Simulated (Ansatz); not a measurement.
**CH7NOSi: a ladder of functionals and wavefunction methods**

An exercise on one series of results from a longer session: the logs are not shown, and one member is left open.

Program: Ansatz 0.2.0, Gaussian basis. Level of theory: functionals in def2-TZVPP, the program's frozen cores in correlated methods. These are calculated values, not measurements.

The runs, in order: LDA (SPW92), PBE-D4, revPBE-D4, BLYP-D4, r2SCAN-D4, B97M-V, PBE0-D4, B3LYP-D4, r2SCANh-D4, r2SCAN0-D4, HSE06-D4, BHLYP-D4, CAM-B3LYP-D4, LC-ωPBE, ωB97X-V, ωB97M-V, B2PLYP, PBE-QIDH; CCSD(T)/def2-SVP; CCSD(T)/def2-TZVPP; MP2/def2-QZVPP; extrapolation to the limit; RPA on PBE.

## The geometry

The geometry comes from an earlier relaxation with PBE0-D4 in a triple-zeta def2 set; it is a stationary point, not always the lowest conformer.

SMILES `N[SiH2]CO`, 11 atoms, charge 0, spin multiplicity 1.

Atoms are counted from 1 here; the program's logs count them from 0.

Bond lengths: N1–Si2 1.733 Å, N1–H5 1.007 Å, N1–H6 1.009 Å, Si2–C3 1.884 Å, Si2–H7 1.486 Å, Si2–H8 1.493 Å, C3–O4 1.419 Å, C3–H9 1.102 Å, C3–H10 1.094 Å, O4–H11 0.966 Å. Angles: Si2–N1–H5 118.8°, Si2–N1–H6 119.8°, H5–N1–H6 110.1°, N1–Si2–C3 104.8°, N1–Si2–H7 105.7°, N1–Si2–H8 114.8°, C3–Si2–H7 111.8°, C3–Si2–H8 110.3°, H7–Si2–H8 109.4°, Si2–C3–O4 109.8°, Si2–C3–H9 110.5°, Si2–C3–H10 111.0°, O4–C3–H9 111.2°, O4–C3–H10 108.0°, H9–C3–H10 106.3°, C3–O4–H11 106.9°.

The first run:

in.yaml reads:

```yaml
crystal:
  periodic: [false, false, false]
  atoms:
    - {symbol: N, position_ang: [-1.189090, 0.782903, -0.629222]}
    - {symbol: Si, position_ang: [-0.552096, -0.155499, 0.680914]}
    - {symbol: C, position_ang: [1.267885, -0.397391, 0.258710]}
    - {symbol: O, position_ang: [1.403823, -0.723316, -1.115365]}
    - {symbol: H, position_ang: [-2.117102, 0.579827, -0.964597]}
    - {symbol: H, position_ang: [-1.016812, 1.776015, -0.664903]}
    - {symbol: H, position_ang: [-1.298412, -1.440038, 0.656994]}
    - {symbol: H, position_ang: [-0.691287, 0.474280, 2.027592]}
    - {symbol: H, position_ang: [1.846612, 0.504703, 0.513346]}
    - {symbol: H, position_ang: [1.700666, -1.214715, 0.843909]}
    - {symbol: H, position_ang: [0.711113, -0.243671, -1.587076]}
basis:
  gaussian: {orbitals: def2-TZVPP}
hamiltonian: {xc: lda}
output: {orbitals: {seedname: orbitals}}
```

Launch:

```console
> ansatz run in.yaml --threads 2 --pin off --events-out ev --progress --plain --max-ram 4352MiB
```

Among the steps run: LDA; PBE-D4 (GGA); revPBE-D4 (GGA); BLYP-D4 (GGA); r2SCAN-D4 (meta-GGA); B97M-V (meta-GGA); B3LYP-D4 (hybrid); r2SCANh-D4 (hybrid); r2SCAN0-D4 (hybrid); HSE06-D4 (hybrid); BHLYP-D4 (hybrid); CAM-B3LYP-D4 (range-separated); LC-ωPBE (range-separated); ωB97X-V (range-separated); ωB97M-V (range-separated); B2PLYP (double hybrid); PBE-QIDH (double hybrid).

One of the session's tables, all rows but one given; the rest of the session is left out.

It belongs to the step «Orbital energies across the functionals». 

```
  functional  HOMO (eV)  LUMO (eV)  gap (eV)
 LDA (SPW92)      -5.91      -0.78      5.13
      PBE-D4      -5.79      -0.59      5.20
   revPBE-D4      -5.73      -0.50      5.24
     BLYP-D4      -5.70      -0.55      5.15
   r2SCAN-D4      -6.10      -0.05      6.05
      B97M-V      -6.27      -0.39      5.88
     PBE0-D4      -7.31       0.25      7.56
    B3LYP-D4      -7.09      -0.05      7.04
  r2SCANh-D4          ?          ?         ?
  r2SCAN0-D4      -7.52       0.60      8.12
    HSE06-D4      -6.90      -0.12      6.78
    BHLYP-D4      -8.75       0.94      9.69
CAM-B3LYP-D4      -8.76       1.08      9.84
     LC-ωPBE     -10.08       2.35     12.43
     ωB97X-V      -9.76       2.16     11.91
     ωB97M-V      -9.66       1.75     11.41
```

Q: Estimate the row for r2SCANh-D4 from the others.

Worked estimate for «HOMO (eV)». Against the share of exact exchange, r2SCAN-D4 (0, -6.10), r2SCAN0-D4 (0.25, -7.52) give a slope of -5.68 per unit share; at 0.1 the line stands at -6.67.

**Answer.** HOMO (eV): -6.67; LUMO (eV): 0.22; gap (eV): 6.89. In «HOMO (eV)» the line misses by 0.00.
